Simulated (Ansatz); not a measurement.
# C₄O₄Ru: how energies converge with the basis set

The task here is to estimate one member of a computed series from the others.

Program: Ansatz 0.2.0, Gaussian basis. Level of theory: one geometry, several basis sets. These are calculated values, not measurements.

Plan: PBE0-D4/def2-SVP; ωB97M-V/def2-SVP; PBE0-D4/def2-QZVPP; ωB97M-V/def2-QZVPP; the functionals' def2-TZVPP values are taken from earlier runs.

## The relaxed structure

The geometry comes from an earlier relaxation with PBE0-D4 in a triple-zeta def2 set; it is a stationary point, not always the lowest conformer. Ru takes the def2 core potential; no spin-orbit term is included.

9 atoms, charge 0, spin multiplicity 1.

Atoms are counted from 1 here; the program's logs count them from 0.

Bond lengths: O1–C2 1.141 Å, C2–Ru3 1.900 Å, Ru3–C4 1.934 Å, Ru3–C6 1.934 Å, Ru3–C8 1.900 Å, C4–O5 1.134 Å, C6–O7 1.134 Å, C8–O9 1.141 Å. Angles: O1–C2–Ru3 169.1°, C2–Ru3–C4 92.1°, C2–Ru3–C6 92.1°, C2–Ru3–C8 138.6°, C4–Ru3–C6 168.2°, C4–Ru3–C8 92.1°, C6–Ru3–C8 92.1°, Ru3–C4–O5 175.5°, Ru3–C6–O7 175.5°, Ru3–C8–O9 169.1°.

Coordinates:

```
O     2.3462   -1.1967   -1.2510
C     1.4453   -0.5689   -0.9418
Ru   -0.0839    0.2394   -0.1551
C    -1.2821   -0.7038   -1.3448
O    -2.0020   -1.1789   -2.0811
C     1.0016    1.5040    0.8262
O     1.6058    2.3091    1.3487
C    -1.2339   -0.0342    1.3327
O    -1.7970   -0.3699    2.2662
```

Set-up of the first run:

File in.yaml:

```yaml
crystal:
  periodic: [false, false, false]
  atoms:
    - {symbol: O, position_ang: [2.346194, -1.196734, -1.251001]}
    - {symbol: C, position_ang: [1.445323, -0.568935, -0.941770]}
    - {symbol: Ru, position_ang: [-0.083915, 0.239379, -0.155130]}
    - {symbol: C, position_ang: [-1.282116, -0.703800, -1.344822]}
    - {symbol: O, position_ang: [-2.002044, -1.178894, -2.081110]}
    - {symbol: C, position_ang: [1.001596, 1.504002, 0.826242]}
    - {symbol: O, position_ang: [1.605798, 2.309056, 1.348697]}
    - {symbol: C, position_ang: [-1.233863, -0.034223, 1.332656]}
    - {symbol: O, position_ang: [-1.796982, -0.369851, 2.266239]}
basis:
  gaussian: {orbitals: def2-SVP}
hamiltonian: {xc: pbe0, dispersion: d4}
output: {orbitals: {seedname: orbitals}}
```

Launch:

```console
$ ansatz run in.yaml --threads 4 --pin off --events-out ev --progress --plain --max-ram 11315MiB
```

Steps of the session up to this table: PBE0-D4 in def2-SVP; ωB97M-V in def2-SVP; PBE0-D4 in def2-QZVPP; ωB97M-V in def2-QZVPP.

One of the session's tables, all rows but one given; the rest of the session is left out.

It belongs to the step «Functionals by basis». 

```
functional       basis  HOMO (eV)  LUMO (eV)
   PBE0-D4    def2-SVP      -6.81      -3.06
   PBE0-D4  def2-TZVPP          ?          ?
   PBE0-D4  def2-QZVPP      -6.96      -3.17
   ωB97M-V    def2-SVP      -8.82      -1.09
   ωB97M-V  def2-TZVPP      -8.96      -1.20
   ωB97M-V  def2-QZVPP      -8.99      -1.24
```

Q: Estimate the row for PBE0-D4, def2-TZVPP from the others.

The run gave: HOMO (eV): -6.93; LUMO (eV): -3.13. In the column «HOMO (eV)» it lies between PBE0-D4, def2-QZVPP (-6.96) and PBE0-D4, def2-SVP (-6.81).
